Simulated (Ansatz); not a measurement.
# AsGeH2: the cost of one run

The runs use Ansatz 0.2.0, Gaussian basis; cc-pVDZ, all electrons in the functionals, frozen cores in the correlation of double hybrids and RPA.

To be run: RPA-PBE, at charge 0, quartet; charge 0, doublet; charge 0, sextet; charge 1, triplet; charge 1, quintet.

5 further runs of the same task are left out: 5 set aside as unsound or not needed.

## 1. What is computed

The geometry is a PBE0/def2-TZVP stationary point (not a proven minimum). No spin-orbit coupling is included. The filled d shell of Ge, As may be among the frozen orbitals whatever the setting's name suggests; the logs give the count.

4 atoms, charge 0, spin multiplicity 4.

Atoms are counted from 1 here; the program's logs count them from 0.

Bond lengths: Ge1–As2 2.506 Å, Ge1–H3 1.559 Å, As2–H4 1.525 Å. Angles: As2–Ge1–H3 115.1°, Ge1–As2–H4 92.9°.

No dispersion term is added.

The geometry shown and the zero of energy belong to the point charge 0, quartet. The yardstick, RCCSDTQ, and other wave-function levels (R restricted, U unrestricted, valence and pair active spaces) come from earlier runs.

## 2. RPA-PBE, charge 0, quartet

The input, in.yaml:

```yaml
crystal:
  periodic: [false, false, false]
  atoms:
    - {symbol: Ge, position_ang: [0.000000, -0.057184, 1.266796]}
    - {symbol: As, position_ang: [0.000000, 0.057296, -1.236405]}
    - {symbol: H, position_ang: [0.000000, 1.323124, 1.991542]}
    - {symbol: H, position_ang: [0.000000, -1.460876, -1.383020]}
basis:
  gaussian: {orbitals: cc-pVDZ}
magnetization: {spin_polarized: true, initial_magnetization: 3}
hamiltonian: {xc: {name: PBE}}
correlation: {method: rpa, electrons: outside_noble_gas}
```

Run with:

```console
$ ansatz run in.yaml --threads 1 --pin off --events-out ev --progress --plain --max-ram 4096MiB --backend cpu
```

**Question.** How long does this run take on 1 thread of AMD EPYC 7R13, shared host?

About 2.1 s.
